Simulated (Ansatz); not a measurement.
# C₂H₆F₂OSi: a ladder of functionals and wavefunction methods

Aim: compute C₂H₆F₂OSi with functionals from several rungs and with coupled cluster. The yardstick is the atomisation energy at the CCSD(T) limit.

Method: functionals in def2-TZVPP, the program's frozen cores in correlated methods; program: Ansatz 0.2.0, Gaussian basis.

The runs, in order: PBE-D4, r2SCAN-D4, PBE0-D4, B3LYP-D4, ωB97X-V, ωB97M-V, B2PLYP; CCSD(T)/def2-TZVPP; MP2/def2-QZVPP; extrapolation to the limit.

**1. The geometry**

An earlier PBE0-D4 in a triple-zeta def2 set relaxation fixed the geometry.

SMILES `C[SiH2]C(O)(F)F`, 12 atoms, charge 0, spin multiplicity 1.

Atoms are counted from 1 here; the program's logs count them from 0.

Bond lengths: C1–Si2 1.861 Å, C1–H7 1.092 Å, C1–H8 1.092 Å, C1–H9 1.092 Å, Si2–C3 1.929 Å, Si2–H10 1.484 Å, Si2–H11 1.484 Å, C3–O4 1.354 Å, C3–F5 1.370 Å, C3–F6 1.375 Å, O4–H12 0.968 Å. Angles: Si2–C1–H7 110.8°, Si2–C1–H8 110.4°, Si2–C1–H9 110.5°, H7–C1–H8 108.4°, H7–C1–H9 108.3°, H8–C1–H9 108.4°, C1–Si2–C3 108.7°, C1–Si2–H10 112.6°, C1–Si2–H11 112.6°, C3–Si2–H10 105.9°, C3–Si2–H11 106.8°, H10–Si2–H11 110.0°, Si2–C3–O4 111.2°, Si2–C3–F5 111.5°, Si2–C3–F6 110.4°, O4–C3–F5 109.8°, O4–C3–F6 109.6°, F5–C3–F6 104.1° and more.

**2. PBE-D4 (GGA)**

Contents of in.yaml:

```yaml
crystal:
  periodic: [false, false, false]
  atoms:
    - {symbol: C, position_ang: [-0.484226, -1.128583, 1.288951]}
    - {symbol: Si, position_ang: [0.627922, -0.727739, -0.147829]}
    - {symbol: C, position_ang: [0.249865, 1.068859, -0.739622]}
    - {symbol: O, position_ang: [-1.042841, 1.195958, -1.121562]}
    - {symbol: F, position_ang: [1.076592, 1.443922, -1.765354]}
    - {symbol: F, position_ang: [0.525308, 1.971618, 0.259969]}
    - {symbol: H, position_ang: [-0.293783, -2.139004, 1.657498]}
    - {symbol: H, position_ang: [-1.531796, -1.063039, 0.988304]}
    - {symbol: H, position_ang: [-0.316673, -0.427217, 2.108934]}
    - {symbol: H, position_ang: [2.064526, -0.738668, 0.223090]}
    - {symbol: H, position_ang: [0.398605, -1.619127, -1.311787]}
    - {symbol: H, position_ang: [-1.196500, 2.107821, -1.406693]}
basis:
  gaussian: {orbitals: def2-TZVPP}
hamiltonian: {xc: pbe, dispersion: d4}
output: {forces: true, orbitals: {seedname: orbitals}}
```

The run is started by

```console
ansatz run in.yaml --threads 4 --pin off --events-out ev --progress --plain --max-ram 10444MiB
```

After this run come: r2SCAN-D4 (meta-GGA); PBE0-D4 (hybrid); B3LYP-D4 (hybrid); ωB97X-V (range-separated); ωB97M-V (range-separated); B2PLYP (double hybrid); CCSD(T) in def2-TZVPP; MP2 in def2-QZVPP.

Q: Predict the results of all the runs planned. Wanted: atomisation energy, CCSD(T)/CBS; farthest; mean size of error, hybrid; mean size of error, range-separated; gap, smallest and largest; T1 diagnostic; triples share of the correlation energy.

As calculated:

| quantity | value |
| --- | --- |
| atomisation energy, CCSD(T)/CBS | 1061.2 kcal/mol |
| functionals within 5.3 kcal/mol (0.5 %) | r2SCAN-D4, PBE0-D4, B3LYP-D4, ωB97X-V, ωB97M-V |
| farthest | PBE-D4 (+23.3 kcal/mol) |
| mean size of error, hybrid | 3.2 kcal/mol |
| mean size of error, range-separated | 3.9 kcal/mol |
| gap, smallest and largest | 7.29 eV (PBE-D4), 13.96 eV (ωB97X-V) |
| T1 diagnostic | 0.0120 |
| triples share of the correlation energy | 3.3 % |

What this shows: PBE-D4 misses by +23.3 kcal/mol. Double hybrids carry the basis error of their MP2 part in triple zeta, and no dispersion term here, so their miss is partly the set-up's. The reference freezes the cores and leaves out relativity and excitations past (T), so misses under about 5.3 kcal/mol can't be ranked. Hartree-Fock recovers 71 % of the binding; the rest is correlation. Orbital gaps span 7.3 to 14.0 eV; exact exchange widens them.
